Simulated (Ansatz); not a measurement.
# NiO: the cost of one run

Computed with Ansatz 0.2.0 (DFT PBE+U (U_eff = 6.2 eV on Ni 3d), scalar-relativistic, plane waves, PAW, unless a step's input says otherwise).

## (1) Starting point

The structure is cubic, space group Fm-3m (No. 225). The conventional cell has a = 4.172 Å, b = 4.172 Å, c = 4.172 Å, α = 90.00°, β = 90.00°, γ = 90.00°. Ni (site symmetry m-3m) is surrounded by 6 O at 2.09 Å. Around O (site symmetry m-3m) lie 6 Ni at 2.09 Å.

As a file:

```
CELL_PARAMETERS angstrom
0.00000 2.08590 2.08590
2.08590 0.00000 2.08590
2.08590 2.08590 0.00000
ATOMIC_POSITIONS crystal
Ni 0.00000 0.00000 0.00000
O 0.50000 0.50000 0.50000
```

Starting moments: Ni 2.00 μB.

## (2) First run, at the start cell

Input file input.yaml:

```yaml
crystal:
  lattice:
    - [0.0, 2.0859016414, 2.0859016414]
    - [2.0859016414, 0.0, 2.0859016414]
    - [2.0859016414, 2.0859016414, 0.0]
  atoms:
    - { symbol: Ni, position: [0.0, 0.0, 0.0], spin: 2.0 }
    - { symbol: O, position: [0.5, 0.5, 0.5] }
basis:
  ecutwfc: 420
  ecutrho_ratio: 4
kpoints:
  mp_grid: { grid: [6, 6, 6] }
hamiltonian:
  xc: pbe
  hubbard: { sites: [{ species: Ni, l: d, u_eff: 6.2 }] }
scf:
  occupations: { method: gaussian, width: 0.05 }
output:
  forces: true
  stress: true
  eigenvalues: true
  populations: true
  hubbard: { sites: [{ species: Ni, l: d }] }
magnetization:
  spin_polarized: true
```

The run is started by

```console
$ ansatz run input.yaml --threads 4 --pin off --max-ram 10240MiB --backend cpu --events-out ev --progress --plain --runs-dir out
```

What time and memory should one allow on 4 threads of Intel Xeon Platinum 8259CL at 2.50GHz (Skylake/Cascade Lake), shared host?

About 3 s, with a peak of 0.43 GiB.
